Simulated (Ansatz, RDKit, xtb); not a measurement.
**C5H6ClFO2: which of the isomers drawn lies lowest?**

A sample of isomers of C5H6ClFO2 is drawn. Aim: find which of them has the lowest free energy at 298.15 K, then its properties. The sample is small against all isomers, and the most stable one of this formula need not be in it.

The funnel: GFN2-xTB relaxations, single points with a density functional, relaxations at PBE-D3(BJ)/def2-SVP, harmonic vibrations (at GFN2-xTB), and a last energy at a higher level. All values are calculated.

### Step 1. Possible bonding patterns

Isomers were taken from a list of plausible structures; this is a sample, not all of them. That gives 14 candidates.

```tsv
label	SMILES	spin
c058	F[C@@H](Cl)[C@@H]1COC=CO1	singlet
c263	C=CO/C(OC)=C(/F)Cl	singlet
c268	C=CC(=O)O[C@H](F)CCl	singlet
c309	O=CCOC/C(Cl)=C\F	singlet
c394	O=C[C@@H]1O[C@H](CF)[C@H]1Cl	singlet
c562	CC(=O)O/C=C(/F)CCl	singlet
c570	O=C(/C=C\Cl)COCF	singlet
c586	O=C1COC[C@](F)(Cl)C1	singlet
c593	CC(=O)OC/C=C(\F)Cl	singlet
c633	O=CC/C(CO)=C(/F)Cl	singlet
c662	O=C(/C=C/Cl)COCF	singlet
c802	O=C[C@H](CCl)O/C=C\F	singlet
c813	O=C(O)[C@@H]1[C@@H](Cl)[C@@H]1CF	singlet
c972	CC(=O)CO/C(F)=C/Cl	singlet
```

Candidates are built by distance geometry, with a force field where one applies, in up to four conformers (letters a to d).

**Question.** With final energies at CCSD(T)/def2-SVP + MP2/def2-TZVPP - MP2/def2-SVP, which structure will this search put lowest in free energy, and by what margin?

| quantity | value |
| --- | --- |
| lowest structure found | C=CC(=O)O[C@H](F)CCl, singlet |
| next finalist | O=C(O)[C@@H]1[C@@H](Cl)[C@@H]1CF, singlet, 3.6 kcal/mol higher in G |
| share at equilibrium, among the finalists | 99.6 % |

`C=CC(=O)O[C@H](F)CCl` comes out lowest. Among the finalists first place is clear (3.6 kcal/mol); structures outside the list aren't covered. HF/def2-SVP already puts its bonding pattern lowest among the structures in one piece; GFN2-xTB and HF/STO-3G favour the singlet O=C1COC[C@](F)(Cl)C1 (c586a, not a finalist); r2SCAN-D4/def2-SVP, PBE-D3(BJ)/def2-SVP and MP2/def2-SVP favour the singlet O=C(O)[C@@H]1[C@@H](Cl)[C@@H]1CF. 18 minima inside the window were never screened. The search is not exhaustive (a finite list of starts, one conformer a finalist), so a lower isomer can't be ruled out. Only 14 drawn patterns were tried, so whole families of isomers are missing, and the result ranks this sample alone.
